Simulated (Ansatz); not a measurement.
# C₃H₁₀Si₂: up Jacob's ladder to CCSD(T)

The task here is to estimate one member of a computed series from the others.

Computed with Ansatz 0.2.0, Gaussian basis. Level: functionals in def2-TZVPP, the program's frozen cores in correlated methods.

The runs, in order: LDA (SPW92), PBE-D4, revPBE-D4, BLYP-D4, r2SCAN-D4, B97M-V, PBE0-D4, B3LYP-D4, r2SCANh-D4, r2SCAN0-D4, HSE06-D4, BHLYP-D4, CAM-B3LYP-D4, LC-ωPBE, ωB97X-V, ωB97M-V, B2PLYP, PBE-QIDH; CCSD(T)/def2-SVP; CCSD(T)/def2-TZVPP; MP2/def2-QZVPP; extrapolation to the limit; RPA on PBE.

## Structure used throughout

An earlier PBE0-D4 in a triple-zeta def2 set relaxation fixed the geometry.

SMILES `C[SiH2]/C=C/[SiH3]`, 15 atoms, charge 0, spin multiplicity 1.

Atoms are counted from 1 here; the program's logs count them from 0.

Bond lengths: C1–Si2 1.871 Å, C1–H6 1.092 Å, C1–H7 1.093 Å, C1–H8 1.093 Å, Si2–C3 1.867 Å, Si2–H9 1.491 Å, Si2–H10 1.490 Å, C3–C4 1.338 Å, C3–H11 1.092 Å, C4–Si5 1.863 Å, C4–H12 1.091 Å, Si5–H13 1.489 Å, Si5–H14 1.487 Å, Si5–H15 1.489 Å. Angles: Si2–C1–H6 110.8°, Si2–C1–H7 110.8°, Si2–C1–H8 110.8°, H6–C1–H7 108.1°, H6–C1–H8 108.3°, H7–C1–H8 107.9°, C1–Si2–C3 111.3°, C1–Si2–H9 109.2°, C1–Si2–H10 110.7°, C3–Si2–H9 109.4°, C3–Si2–H10 107.6°, H9–Si2–H10 108.6°, Si2–C3–C4 123.8°, Si2–C3–H11 118.2°, C4–C3–H11 118.0°, C3–C4–Si5 123.7°, C3–C4–H12 118.1°, Si5–C4–H12 118.2° and more.

As a file:

```mol
C3H10Si2
  3D, bonds by distance, orders not assigned

 15 14  0  0  0  0  0  0  0  0999 V2000
   -2.6131   -0.8391   -0.4485 C   0  0
   -0.9434   -0.6021   -1.2587 Si  0  0
    0.3972   -0.3376    0.0129 C   0  0
    1.1313    0.7774    0.1001 C   0  0
    2.4580    1.0439    1.3804 Si  0  0
   -2.8867    0.0398    0.1396 H   0  0
   -2.6021   -1.7045    0.2186 H   0  0
   -3.3888   -1.0034   -1.2002 H   0  0
   -0.6202   -1.8074   -2.0749 H   0  0
   -0.9553    0.5886   -2.1537 H   0  0
    0.5892   -1.1348    0.7341 H   0  0
    0.9432    1.5754   -0.6203 H   0  0
    3.7772    1.2838    0.7338 H   0  0
    2.5430   -0.1632    2.2444 H   0  0
    2.1487    2.2325    2.2217 H   0  0
  1  2  8  0
  2  3  8  0
  3  4  8  0
  4  5  8  0
  1  6  8  0
  1  7  8  0
  1  8  8  0
  2  9  8  0
  2 10  8  0
  3 11  8  0
  4 12  8  0
  5 13  8  0
  5 14  8  0
  5 15  8  0
M  END
```

Set-up of the first run:

File in.yaml:

```yaml
crystal:
  periodic: [false, false, false]
  atoms:
    - {symbol: C, position_ang: [-2.613141, -0.839059, -0.448489]}
    - {symbol: Si, position_ang: [-0.943393, -0.602138, -1.258730]}
    - {symbol: C, position_ang: [0.397195, -0.337557, 0.012853]}
    - {symbol: C, position_ang: [1.131339, 0.777426, 0.100097]}
    - {symbol: Si, position_ang: [2.457997, 1.043852, 1.380357]}
    - {symbol: H, position_ang: [-2.886665, 0.039792, 0.139560]}
    - {symbol: H, position_ang: [-2.602067, -1.704451, 0.218623]}
    - {symbol: H, position_ang: [-3.388846, -1.003430, -1.200159]}
    - {symbol: H, position_ang: [-0.620200, -1.807385, -2.074935]}
    - {symbol: H, position_ang: [-0.955305, 0.588563, -2.153672]}
    - {symbol: H, position_ang: [0.589217, -1.134790, 0.734061]}
    - {symbol: H, position_ang: [0.943234, 1.575396, -0.620347]}
    - {symbol: H, position_ang: [3.777153, 1.283836, 0.733837]}
    - {symbol: H, position_ang: [2.543029, -0.163159, 2.244374]}
    - {symbol: H, position_ang: [2.148655, 2.232504, 2.221669]}
basis:
  gaussian: {orbitals: def2-TZVPP}
hamiltonian: {xc: lda}
output: {orbitals: {seedname: orbitals}}
```

Among the steps run: LDA; PBE-D4 (GGA); revPBE-D4 (GGA); BLYP-D4 (GGA); r2SCAN-D4 (meta-GGA); B97M-V (meta-GGA); PBE0-D4 (hybrid); B3LYP-D4 (hybrid); r2SCANh-D4 (hybrid); r2SCAN0-D4 (hybrid); HSE06-D4 (hybrid); BHLYP-D4 (hybrid); CAM-B3LYP-D4 (range-separated); LC-ωPBE-D4 (range-separated; the results give it without D4); ωB97X-V (range-separated); ωB97M-V (range-separated); B2PLYP (double hybrid); PBE-QIDH (double hybrid).

One of the session's tables, all rows but one given; the rest of the session is left out.

It belongs to the step «Orbital energies across the functionals». 

```
  functional  HOMO (eV)  gap (eV)
 LDA (SPW92)      -6.95      4.89
      PBE-D4      -6.82      4.96
   revPBE-D4          ?         ?
     BLYP-D4      -6.65      4.96
   r2SCAN-D4      -7.04      5.35
      B97M-V      -7.11      5.38
     PBE0-D4      -7.92      7.02
    B3LYP-D4      -7.69      6.61
  r2SCANh-D4      -7.45      6.12
  r2SCAN0-D4      -8.07      7.27
    HSE06-D4      -7.52      6.25
    BHLYP-D4      -8.85      9.07
CAM-B3LYP-D4      -9.20      9.48
     LC-ωPBE     -10.60     11.97
     ωB97X-V     -10.21     11.51
     ωB97M-V     -10.11     11.26
```

**Question.** Estimate the row for revPBE-D4.

The run gave: HOMO (eV): -6.76; gap (eV): 4.98. In the column «HOMO (eV)» it lies between PBE-D4 (-6.82) and BLYP-D4 (-6.65).
